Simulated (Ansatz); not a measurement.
# HfBe2: the cost of one run

All numbers are computed with Ansatz 0.2.0 through its Python package. Level of theory: DFT PBEsol, all-electron LAPW.

## Step 1: The structure

It takes space group P6/mmm (No. 191, hexagonal). Conventional cell: a = 3.780 Å, b = 3.780 Å, c = 3.170 Å, α = 90.00°, β = 90.00°, γ = 120.00°. Hf (site symmetry 6/mmm) has 12 Be at 2.70 Å as nearest neighbours. Be (site symmetry -6m2) is surrounded by 3 Be at 2.18 Å.

The script holds or builds the structure itself.

## Step 2: The script

Input file hfbe2.py:

```python
import warnings

import ansatz as az
from ase.eos import EquationOfState
from ase.units import GPa
import numpy as np

OCCUPATIONS = "Marzari-Vanderbilt"
SMEARING_WIDTH = 0.05
MAX_ITERATIONS = 100
N_EMPTY = 6
MESH = (9, 9, 9)

VECTORS = np.array([
    [3.7795, 0.0, 0.0],
    [-1.88975, 3.27314, 0.0],
    [0.0, 0.0, 3.16996],
])
SITES = [
    ("Hf", (0.0, 0.0, 0.0)),
    ("Be", (1 / 3, 2 / 3, 0.5)),
    ("Be", (2 / 3, 1 / 3, 0.5)),
]


def build(cell):
    crystal = az.Crystal(lattice=az.Lattice.of(cell))
    for symbol, position in SITES:
        crystal = crystal.atom(symbol, position)
    return crystal

warnings.simplefilter("ignore", az.DeckWarning)

volumes, energies = [], []
for scale in np.linspace(0.94, 1.06, 5):
    cell = VECTORS * scale ** (1 / 3)
    model = build(cell).calculation()
    model = model.functional(az.Functional.PBESOL)
    model = model.occupations(OCCUPATIONS, width=SMEARING_WIDTH)
    model = model.scf(max_iterations=MAX_ITERATIONS, extra_bands=N_EMPTY).kpoints(*MESH)
    model = model.pseudopotentials("all_electron", lapw=True)
    r = model.run().report
    volumes.append(abs(np.linalg.det(cell)) / len(SITES))
    energies.append(r["free_energy_ev"] / len(SITES))
    print(f"{scale:.3f} {volumes[-1]:9.4f} A^3/atom {energies[-1]:16.5f} eV/atom  (estimated basis error {1000 * r['lapw_basis_errors']['total_ev_per_atom']:.2f} meV/atom)")
v0, e0, bulk = EquationOfState(volumes, energies, eos="birchmurnaghan").fit()
print(f"V0 = {v0:.4f} A^3/atom, B0 = {bulk / GPa:.1f} GPa")
```

## Step 3: Running it

Launch:

```bash
$ python hfbe2.py
```

Q: Estimate wall time and peak memory on 1 thread of Arm Neoverse V2, shared host.

About 81 s, with a peak of 0.48 GiB.
